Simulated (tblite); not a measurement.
# C4H10GeS3: the cost of one run

The runs use tblite 0.8.0 and PySCF 2.14.0, with density-fitted response routines of our own; the level of theory stands in each step. All values are computed, except where a source is named. Atoms count from 0, in the outputs and in this text.

### 1 The starting structure

18 atoms, charge 0, multiplicity 1; geometry from: force field or distance geometry start.

Bonds of the start (Å): C0–S1 1.82, S1–Ge2 2.25, Ge2–C3 1.95, Ge2–S4 2.22, S4–C5 1.80, C5–C6 1.51, C5–S7 1.42, C0–H8 1.11, C0–H9 1.10, C0–H10 1.12, Ge2–H11 1.55, C3–H12 1.11, C3–H13 1.12, C3–H14 1.10, C6–H15 1.12, C6–H16 1.11, C6–H17 1.12.

### 2 Relaxing the molecule with GFN2-xTB

Job settings and geometry (Å):

```
{"job": {"kind": "relax", "xc": "GFN2-xTB", "basis": "xTB"}, "charge": 0, "multiplicity": 1}
C     -3.064000    -0.600300    -0.027500
S     -2.017500     0.621500    -0.877300
Ge    -0.497500     0.657100     0.775700
C      0.835200     2.019500     0.374200
S      0.449100    -1.337400     1.039800
C      1.059500    -1.414100    -0.655600
C      2.430300    -0.883800    -0.985300
S      0.310600    -2.112700    -1.644500
H     -3.401200    -0.202900     0.955500
H     -2.526000    -1.550600     0.123900
H     -3.967800    -0.796200    -0.657100
H     -1.219200     1.039700     2.098200
H      0.364200     3.018600     0.438600
H      1.656900     1.947000     1.127800
H      1.244100     1.854700    -0.631200
H      2.879900    -0.407000    -0.076100
H      2.362900    -0.125700    -1.787600
H      3.091600    -1.721100    -1.309900
```

Started as:

```console
$ OMP_NUM_THREADS=1 python probes_run.py task.json out
```

The driver reads the jobs from task.json and runs them one after another.

Q: Estimate the wall time and peak memory of this first job on 1 thread of Arm Neoverse N1, shared host.

About 3.8 s, with a peak of 0.18 GiB.
